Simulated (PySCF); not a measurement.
# SiF4 (silicon tetrafluoride): levels of theory compared

Aim: a comparison of 6 runs (HF/3-21G, B3LYP/6-31G*, CAM-B3LYP/6-311+G**, wB97M-V/6-311+G**, wB97X/6-311+G**, SCS-MP2/6-311+G**) of SiF4 (silicon tetrafluoride). 

The results are computed with PySCF 2.14.0.

4 further runs of the same task are left out: 1 that didn't finish, 3 set aside as unsound or not needed.

### Step 1. The molecule

The species is SiF4 (5 atoms), meant as a singlet with charge 0. SMILES: `F[Si](F)(F)F`. Geometry: relaxed at PBE0-D4/def2-TZVP.

Bond lengths: F1–Si2 1.562 Å, Si2–F3 1.562 Å, Si2–F4 1.562 Å, Si2–F5 1.562 Å. Angles: F1–Si2–F3 109.5°, F1–Si2–F4 109.5°, F1–Si2–F5 109.5°, F3–Si2–F4 109.5°, F3–Si2–F5 109.5°, F4–Si2–F5 109.5°.

### Step 2. A single-point energy at HF/3-21G (run 1)

File calc.py:

```python
from pyscf import gto, scf

mol = gto.M(
    atom='''
F        0.143200      -0.791930       1.338460
Si       0.000000       0.000000       0.000000
F       -1.047100       1.144420       0.181750
F       -0.477230      -0.967810      -1.129040
F        1.381130       0.615320      -0.391170
''',
    spin=0,
    basis='3-21g',
    verbose=3,
    max_memory=1860,
)

mf = scf.RHF(mol)
mf.conv_tol = 1e-10
mf.kernel()
if not mf.converged:
    mf = mf.newton().run(mf.mo_coeff, mf.mo_occ)

e_tot = mf.e_tot
print('E = %.10f Eh' % e_tot)
```

Started as:

```sh
$ OMP_NUM_THREADS=1 python calc.py
```

What it wrote:

```text
converged SCF energy = -683.270154140155
E = -683.2701541402 Eh
```

Run time: 0.95 s. Hardware: 1 thread of Arm Neoverse N1, shared host; peak memory 0.11 GiB.

### Step 3. A single-point energy at B3LYP/6-31G(d) (spherical functions) (run 2)

File input.py:

```python
from pyscf import gto, dft

mol = gto.M(
    atom=[
    ('F', (0.143200, -0.791930, 1.338460)),
    ('Si', (0.000000, -0.000000, -0.000000)),
    ('F', (-1.047100, 1.144420, 0.181750)),
    ('F', (-0.477230, -0.967810, -1.129040)),
    ('F', (1.381130, 0.615320, -0.391170)),
],
    max_memory=1860,
    basis='6-31g*',
    spin=0,
    verbose=3,
)

mf = dft.RKS(mol)
mf.xc = 'b3lyp'
mf.grids.level = 5
mf.conv_tol = 1e-10
mf.kernel()
if not mf.converged:
    mf = mf.newton().run(mf.mo_coeff, mf.mo_occ)

e_final = mf.e_tot
print('Final energy', e_final)
```

Started as:

```sh
$ OMP_NUM_THREADS=1 python input.py
```

What it wrote:

```text
converged SCF energy = -689.099094315135
Final energy -689.0990943151348
```

Run time: 14 s. Hardware: 1 thread of Arm Neoverse N1, shared host; peak memory 0.38 GiB.

Runs 3 to 4 aren't shown in full; the table further down has their settings and results.

### Step 4. A single-point energy at wB97X/6-311+G(d,p) (run 5)

File input.py:

```python
from pyscf import gto, dft

mol = gto.Mole()
mol.atom = '''
F      0.270609    -1.496531     2.529323
Si     0.000000     0.000000     0.000000
F     -1.978732     2.162640     0.343458
F     -0.901834    -1.828896    -2.133576
F      2.609957     1.162786    -0.739204
'''
mol.verbose = 4
mol.max_memory = 1860
mol.basis = '6-311+g**'
mol.unit = 'bohr'
mol.build()

mf = dft.RKS(mol)
mf.xc = 'wb97x'
mf.grids.level = 5
mf.conv_tol = 1e-10
mf.kernel()
if not mf.converged:
    mf = mf.newton().run(mf.mo_coeff, mf.mo_occ)

e_tot = mf.e_tot
print('E = %.10f Eh' % e_tot)
```

Started as:

```sh
$ OMP_NUM_THREADS=1 python input.py
```

What it wrote:

```text
PySCF version 2.14.0

[... 70 lines left out ...]
converged SCF energy = -689.156572697907
E = -689.1565726979 Eh
```

Wall time 43 s (1 thread of Arm Neoverse N1, shared host); peak memory 0.65 GiB.

### Step 5. The energy at SCS-MP2/6-311+G(d,p) (run 6)

File job.py:

```python
# F[Si](F)(F)F
from pyscf import gto, scf, mp

system = gto.M(
    atom='''
F      0.143200    -0.791930     1.338460
Si     0.000000     0.000000     0.000000
F     -1.047100     1.144420     0.181750
F     -0.477230    -0.967810    -1.129040
F      1.381130     0.615320    -0.391170
''',
    charge=0,
    max_memory=1860,
    basis='6-311+g**',
    verbose=3,
)

mf = scf.RHF(system)
mf.conv_tol = 1e-10
mf.kernel()
if not mf.converged:
    mf = mf.newton().run(mf.mo_coeff, mf.mo_occ)

pt = mp.MP2(mf, frozen=9).run()
e_tot = mf.e_tot + 1.2 * pt.e_corr_os + pt.e_corr_ss / 3
print('E = %.10f Eh' % e_tot)
```

Started as:

```sh
$ OMP_NUM_THREADS=1 python job.py
```

What it wrote:

```text
converged SCF energy = -687.075677475733
E(RMP2) = -687.989286611743  E_corr = -0.913609136010112
E(SCS-RMP2) = -687.95298468325  E_corr = -0.877307207516918
E = -687.9529846832 Eh
```

It took 5.4 s on 1 thread of Arm Neoverse N1, shared host; peak memory 0.4 GiB.

### Step 6. All runs side by side

```tsv
run	level	integration grid	nlc grid	energy (Eh)	dipole moment (D) of the reference	HOMO energy (eV)	LUMO energy (eV)	wall time
1	HF/3-21G	–	–	-683.270154	0.00	-18.20	4.72	0.95 s
2	B3LYP/6-31G* (spherical functions)	5	–	-689.099094	0.00	-11.92	0.44	14 s
3	CAM-B3LYP/6-311+G**	5	–	-689.177704	0.00	-14.55	0.06	44 s
4	wB97M-V/6-311+G**	5	1	-689.146608	0.00	-15.51	0.46	2.1 min
5	wB97X/6-311+G**	5	–	-689.156573	0.00	-15.52	1.36	43 s
6	SCS-MP2/6-311+G**	–	–	-687.952985	0.00	-18.65	1.50	5.4 s
```

### Step 7. Summary of results

```
                                          quantity          value
                               run 6: total energy  -687.95298 Eh
       run 6: dipole moment (Hartree–Fock density)         0.00 D
        run 6: HOMO energy (Hartree–Fock orbitals)      -18.65 eV
        run 6: LUMO energy (Hartree–Fock orbitals)        1.50 eV
      run 6: HOMO–LUMO gap (Hartree–Fock orbitals)       20.15 eV
run 6: correlation energy (9 core orbitals frozen)     -877.3 mEh
```

In words: Over runs 1, 2, 3, 4, 5 the HOMO–LUMO gap runs from 12.37 eV (B3LYP/6-31G*) to 22.92 eV (HF/3-21G). The two ends differ in method and basis. Totals of different functionals can't be ranked against each other. All runs together took 3.9 min, the longest 2.1 min.
